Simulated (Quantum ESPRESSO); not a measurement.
# CsRe (P6/mmm) in Quantum ESPRESSO: reference runs

How does CsRe come out in PBE? The cell is run as given.

Program: Quantum ESPRESSO 7.5. These are calculated values, not measurements. Logs are shortened: lines on timing, memory, paths and dates and some standing lists are left out, and cuts for length are marked.

**1. The structure**

The structure is hexagonal, space group P6/mmm (No. 191). Conventional cell: a = 3.689 Å, b = 3.689 Å, c = 5.631 Å, α = 90.00°, β = 90.00°, γ = 120.00°. Around Cs (site symmetry 6/mmm) lie 2 Re at 2.82 Å. Re (site symmetry 6/mmm) has 2 Cs at 2.82 Å as nearest neighbours.

The cell was built by a generator and needn't be a form met in nature.

**2. Single point, PBE**

pw.in

```
&CONTROL
  calculation = 'scf'
  prefix = 'pwscf'
  outdir = './tmp'
  pseudo_dir = './pseudo'
  tprnfor = .true.
  tstress = .true.
  disk_io = 'nowf'
/
&SYSTEM
  ibrav = 0
  nat = 2
  ntyp = 2
  ecutwfc = 55
  ecutrho = 440
  nbnd = 19
  occupations = 'smearing'
  smearing = 'fd'
  degauss = 0.00367493
/
&ELECTRONS
  conv_thr = 4d-10
  electron_maxstep = 120
  mixing_beta = 0.5
/
ATOMIC_SPECIES
Cs   132.9055 Cs_pbe_v1.uspp.F.UPF
Re   186.2070 Re_pbe_v1.2.uspp.F.UPF
CELL_PARAMETERS angstrom
   3.6893539700    0.0000000000    0.0000000000
  -1.8446769800    3.1950742600    0.0000000000
   0.0000000000    0.0000000000    5.6314427200
ATOMIC_POSITIONS crystal
Cs     0.0000000000    0.0000000000    0.5000000000
Re     0.0000000000    0.0000000000    0.0000000000
K_POINTS automatic
8 8 5 0 0 0
```

Potentials or basis: SSSP 1.3 efficiency PBE.

Started as:

```bash
> OMP_NUM_THREADS=1 pw.x -in pw.in > pw.out
```

pw.out:

```text
This program is part of the open-source Quantum ESPRESSO suite
     for quantum simulation of materials; please cite
[... 9 lines left out ...]
     --------------------
     sticks:   dense  smooth     PW     G-vecs:    dense   smooth      PW
     Sum        1483     745    211                69881    24687    3885

     Using Slab Decomposition

     bravais-lattice index     =            0
     lattice parameter (alat)  =       6.9719  a.u.
     unit-cell volume          =     447.9686 (a.u.)^3
     number of atoms/cell      =            2
     number of atomic types    =            2
     number of electrons       =        24.00
     number of Kohn-Sham states=           19
     kinetic-energy cutoff     =      55.0000  Ry
     charge density cutoff     =     440.0000  Ry
     scf convergence threshold =      4.0E-10
     mixing beta               =       0.5000
     number of iterations used =            8  plain     mixing
     Exchange-correlation= SLA  PW   PBE  PBE
                           (   1   4   3   4   0   0   0)

     celldm(1)=   6.971869  celldm(2)=   0.000000  celldm(3)=   0.000000
     celldm(4)=   0.000000  celldm(5)=   0.000000  celldm(6)=   0.000000

     crystal axes: (cart. coord. in units of alat)
               a(1) = (   1.000000   0.000000   0.000000 )
               a(2) = (  -0.500000   0.866025   0.000000 )
               a(3) = (   0.000000   0.000000   1.526403 )

     reciprocal axes: (cart. coord. in units 2 pi/alat)
               b(1) = (  1.000000  0.577350 -0.000000 )
               b(2) = (  0.000000  1.154701  0.000000 )
               b(3) = (  0.000000 -0.000000  0.655135 )

     PseudoPot. # 1 for Cs read from file:
     Cs_pbe_v1.uspp.F.UPF
     Pseudo is Ultrasoft + core correction, Zval =  9.0
     Generated by new atomic code, or converted to UPF format
     Using radial grid of  905 points,  6 beta functions with:
                l(1) =   0
                l(2) =   0
                l(3) =   1
                l(4) =   1
                l(5) =   2
                l(6) =   2
     Q(r) pseudized with  6 coefficients,  rinner =    1.500   1.500   1.500
                                                       1.500   1.500

     PseudoPot. # 2 for Re read from file:
     Re_pbe_v1.2.uspp.F.UPF
     Pseudo is Ultrasoft + core correction, Zval = 15.0
     Generated by new atomic code, or converted to UPF format
     Using radial grid of  981 points,  8 beta functions with:
                l(1) =   0
                l(2) =   0
                l(3) =   1
                l(4) =   1
                l(5) =   2
                l(6) =   2
                l(7) =   3
                l(8) =   3
     Q(r) pseudized with  8 coefficients,  rinner =    1.150   1.150   1.150
                                                       1.150   1.150   1.150
                                                       1.150

     atomic species   valence    mass     pseudopotential
     Cs                9.00   132.90550     Cs( 1.00)
     Re               15.00   186.20700     Re( 1.00)

     24 Sym. Ops., with inversion, found

   Cartesian axes

     site n.     atom                  positions (alat units)
         1        Cs     tau(   1) = (   0.0000000   0.0000000   0.7632017  )
         2        Re     tau(   2) = (   0.0000000   0.0000000   0.0000000  )

     number of k points=    30  Fermi-Dirac smearing, width (Ry)=  0.0037
                       cart. coord. in units 2pi/alat
        k(    1) = (   0.0000000   0.0000000   0.0000000), wk =   0.0062500
        k(    2) = (   0.0000000   0.0000000   0.1310270), wk =   0.0125000
        k(    3) = (   0.0000000   0.0000000   0.2620539), wk =   0.0125000
        k(    4) = (   0.0000000   0.1443376   0.0000000), wk =   0.0375000
        k(    5) = (   0.0000000   0.1443376   0.1310270), wk =   0.0750000
        k(    6) = (   0.0000000   0.1443376   0.2620539), wk =   0.0750000
[... 22 lines left out ...]
        k(   29) = (   0.2500000   0.5773503   0.1310270), wk =   0.0750000
        k(   30) = (   0.2500000   0.5773503   0.2620539), wk =   0.0750000

     Dense  grid:    69881 G-vectors     FFT dimensions: (  48,  48,  72)

     Smooth grid:    24687 G-vectors     FFT dimensions: (  36,  36,  54)

     Initial potential from superposition of free atoms

     starting charge      23.4606, renormalised to      24.0000

     negative rho (up, down):  1.299E-01 0.000E+00
     Starting wfcs are   26 randomized atomic wfcs

     Self-consistent Calculation

     iteration #  1     ecut=    55.00 Ry     beta= 0.50
     Davidson diagonalization with overlap
     ethr =  1.00E-02,  avg # of iterations =  3.9

     Threshold (ethr) on eigenvalues was too large:
     Diagonalizing with lowered threshold

     Davidson diagonalization with overlap
     ethr =  6.74E-04,  avg # of iterations =  1.1

     negative rho (up, down):  1.266E-01 0.000E+00

     total energy              =    -253.23135343 Ry
     estimated scf accuracy    <       0.16448598 Ry

     iteration #  2     ecut=    55.00 Ry     beta= 0.50
     Davidson diagonalization with overlap
     ethr =  6.85E-04,  avg # of iterations =  2.4

     negative rho (up, down):  1.250E-01 0.000E+00

     total energy              =    -253.25510446 Ry
     estimated scf accuracy    <       0.01752890 Ry

     iteration #  3     ecut=    55.00 Ry     beta= 0.50
     Davidson diagonalization with overlap
     ethr =  7.30E-05,  avg # of iterations =  3.8

     negative rho (up, down):  1.234E-01 0.000E+00

     total energy              =    -253.25800333 Ry
     estimated scf accuracy    <       0.00919103 Ry

     iteration #  4     ecut=    55.00 Ry     beta= 0.50
     Davidson diagonalization with overlap
     ethr =  3.83E-05,  avg # of iterations =  2.8
[... 28 lines left out ...]
     negative rho (up, down):  1.221E-01 0.000E+00

     total energy              =    -253.26028653 Ry
     estimated scf accuracy    <       0.00000043 Ry

     iteration #  8     ecut=    55.00 Ry     beta= 0.50
     Davidson diagonalization with overlap
     ethr =  1.78E-09,  avg # of iterations =  3.7

     negative rho (up, down):  1.221E-01 0.000E+00

     total energy              =    -253.26028666 Ry
     estimated scf accuracy    <       0.00000001 Ry

     iteration #  9     ecut=    55.00 Ry     beta= 0.50
     Davidson diagonalization with overlap
     ethr =  5.41E-11,  avg # of iterations =  5.6

     negative rho (up, down):  1.221E-01 0.000E+00

     End of self-consistent calculation

          k = 0.0000 0.0000 0.0000 (  3055 PWs)   bands (ev):

   -69.9193 -31.7413 -31.7413 -31.6554 -13.2841  -0.3000   1.2966   1.2966
     5.7303   8.3977   9.3800   9.3800   9.6276   9.6276  11.6711  13.9819
    14.6472  14.6472  17.5374

          k = 0.0000 0.0000 0.1310 (  3097 PWs)   bands (ev):

   -69.9194 -31.7413 -31.7413 -31.6556 -13.2651  -0.5750   1.2816   1.2816
     6.0529   8.9578   9.3896   9.3896   9.7688   9.7688  11.2381  14.2359
    14.5763  14.5763  17.8989

          k = 0.0000 0.0000 0.2621 (  3097 PWs)   bands (ev):

   -69.9194 -31.7413 -31.7413 -31.6559 -13.2341  -0.9626   1.2576   1.2576
     6.4363   9.4053   9.4053  10.0188  10.0188  10.3372  11.0177  13.1904
    14.4665  14.4665  16.8082

          k = 0.0000 0.1443 0.0000 (  3079 PWs)   bands (ev):

   -69.9192 -31.7459 -31.7425 -31.6550 -13.2262  -0.2305   0.8464   1.2030
     6.0464   8.4680   9.2550   9.2837   9.5541   9.5746  12.2373  14.0055
    14.2792  15.1026  18.3751

          k = 0.0000 0.1443 0.1310 (  3077 PWs)   bands (ev):

   -69.9192 -31.7459 -31.7425 -31.6551 -13.2072  -0.5029   0.8336   1.1881
     6.3554   8.9472   9.2602   9.5297   9.5575   9.7236  11.8588  13.9178
    14.4339  15.0393  16.9666
[... 21 lines left out ...]
   -69.9190 -31.7571 -31.7454 -31.6540 -13.0308  -0.7014  -0.1125   0.9507
     7.3072   9.0304   9.2357   9.8859  10.0187  10.9661  11.8542  13.4473
    14.0631  14.6196  15.8580

          k = 0.0000 0.4330 0.0000 (  3086 PWs)   bands (ev):

   -69.9187 -31.7683 -31.7484 -31.6524 -12.9272  -0.8787   0.1383   0.7889
     7.5487   7.9890   8.5685   9.3316   9.7289  10.5536  11.8020  13.8912
    14.7112  16.7450  17.4836

          k = 0.0000 0.4330 0.1310 (  3092 PWs)   bands (ev):

   -69.9187 -31.7683 -31.7484 -31.6525 -12.9081  -0.8900  -0.1260   0.7744
     7.7443   8.2051   9.2261   9.4969   9.6681  10.5534  11.6184  13.1642
    15.4284  16.3556  16.6826

          k = 0.0000 0.4330 0.2621 (  3087 PWs)   bands (ev):

   -69.9187 -31.7683 -31.7484 -31.6527 -12.8768  -0.9080  -0.5038   0.7513
     7.8674   8.7565   9.3285   9.8025  10.5501  11.0001  11.3481  12.6819
    14.6996  15.2467  16.3024

          k = 0.0000-0.5774 0.0000 (  3090 PWs)   bands (ev):

   -69.9185 -31.7729 -31.7496 -31.6519 -12.8606  -1.1828   0.2230   0.7098
     7.7007   7.7566   8.5931   9.2838  10.8129  11.0979  11.5499  11.9495
    14.6530  16.5158  17.7339

          k = 0.0000-0.5774 0.1310 (  3098 PWs)   bands (ev):

   -69.9186 -31.7729 -31.7496 -31.6520 -12.8415  -1.1942  -0.0407   0.6954
     7.8548   7.9946   9.3178   9.4532  10.6360  10.8135  11.3901  11.9608
    15.0680  16.0984  16.6038

          k = 0.0000-0.5774 0.2621 (  3076 PWs)   bands (ev):

   -69.9185 -31.7729 -31.7496 -31.6521 -12.8102  -1.2124  -0.4183   0.6723
     7.9858   8.6276   9.7162   9.7674  10.8145  10.8928  11.1245  12.3978
    14.9739  15.0186  15.8534

          k = 0.1250 0.2165 0.0000 (  3074 PWs)   bands (ev):

   -69.9190 -31.7533 -31.7451 -31.6541 -13.1244  -0.1070   0.2197   0.9878
     6.6120   8.5756   8.8118   9.0558   9.4444   9.9112  13.0915  13.3851
    14.6068  16.1765  18.0498

          k = 0.1250 0.2165 0.1310 (  3082 PWs)   bands (ev):

   -69.9190 -31.7533 -31.7451 -31.6542 -13.1054  -0.3756   0.2082   0.9734
     6.9010   8.8051   9.0617   9.3359   9.6077   9.9134  12.7674  13.3005
    14.4385  16.0899  16.7220

          k = 0.1250 0.2165 0.2621 (  3081 PWs)   bands (ev):

   -69.9190 -31.7533 -31.7450 -31.6544 -13.0743  -0.7572   0.1897   0.9503
     7.1283   9.0804   9.3254   9.8914   9.9040  10.9340  12.3212  13.1683
    13.7242  14.5155  15.7384

          k = 0.1250 0.3608 0.0000 (  3095 PWs)   bands (ev):

   -69.9188 -31.7634 -31.7491 -31.6528 -12.9735  -0.5324   0.0796   0.6646
     7.4836   8.2540   8.6429   9.0536   9.2359  10.5372  12.6327  14.5523
    14.7603  15.5420  16.6869

          k = 0.1250 0.3608 0.1310 (  3086 PWs)   bands (ev):
[... 43 lines left out ...]
   -69.9185 -31.7671 -31.7554 -31.6521 -12.8116  -0.8068  -0.4199   0.0851
     8.4631   8.7367   9.0216   9.4936  10.8860  11.2754  12.5613  13.2551
    13.5561  14.4464  15.1848

          k = 0.2500 0.5774 0.0000 (  3082 PWs)   bands (ev):

   -69.9185 -31.7675 -31.7592 -31.6515 -12.8147  -0.8050  -0.1785   0.2803
     8.0863   8.4608   8.6055   8.8099   9.4403  11.5241  13.1175  13.5871
    14.9199  15.4484  15.4954

          k = 0.2500 0.5774 0.1310 (  3097 PWs)   bands (ev):

   -69.9185 -31.7675 -31.7592 -31.6516 -12.7955  -0.8166  -0.1908   0.0177
     8.2887   8.5849   8.9529   9.3673   9.4082  11.5854  12.5149  13.4836
    14.0197  15.1903  16.4291

          k = 0.2500 0.5774 0.2621 (  3081 PWs)   bands (ev):

   -69.9185 -31.7674 -31.7592 -31.6518 -12.7642  -0.8352  -0.3589  -0.2105
     8.6041   8.7776   9.2374   9.3410  10.7962  11.7553  12.2411  12.9388
    13.4392  15.3644  15.4108

     the Fermi energy is     9.5895 ev

!    total energy              =    -253.26028668 Ry
     estimated scf accuracy    <          3.2E-10 Ry
     smearing contrib. (-TS)   =      -0.00278248 Ry
     internal energy E=F+TS    =    -253.25750420 Ry

     The total energy is F=E-TS. E is the sum of the following terms:
     one-electron contribution =     -79.32286680 Ry
     hartree contribution      =      46.44762099 Ry
     xc contribution           =     -82.58291039 Ry
     ewald contribution        =    -137.79934800 Ry

     convergence has been achieved in   9 iterations

     negative rho (up, down):  1.221E-01 0.000E+00

     Forces acting on atoms (cartesian axes, Ry/au):

     atom    1 type  1   force =     0.00000000    0.00000000    0.00000000
     atom    2 type  2   force =     0.00000000    0.00000000    0.00000000

     Total force =     0.000000     Total SCF correction =     0.000000

     Computing stress (Cartesian axis) and pressure

     negative rho (up, down):  1.221E-01 0.000E+00
          total   stress  (Ry/bohr**3)                   (kbar)     P=      -77.65
  -0.00089076   0.00000000   0.00000000         -131.04        0.00        0.00
   0.00000000  -0.00089076   0.00000000            0.00     -131.04        0.00
   0.00000000   0.00000000   0.00019787            0.00        0.00       29.11

=------------------------------------------------------------------------------=
   JOB DONE.
=------------------------------------------------------------------------------=
```

Wall time 33 s (1 thread of AMD EPYC 9R45 (Zen 5), shared host); peak memory 0.72 GiB.

Results:

- Free energy: -3445.7817 eV
- Pressure: -7.8 GPa
- Band gap on the k mesh: none (metal or under the smearing width)

The run has no spin-orbit coupling, so splittings on Cs, Re are missing.
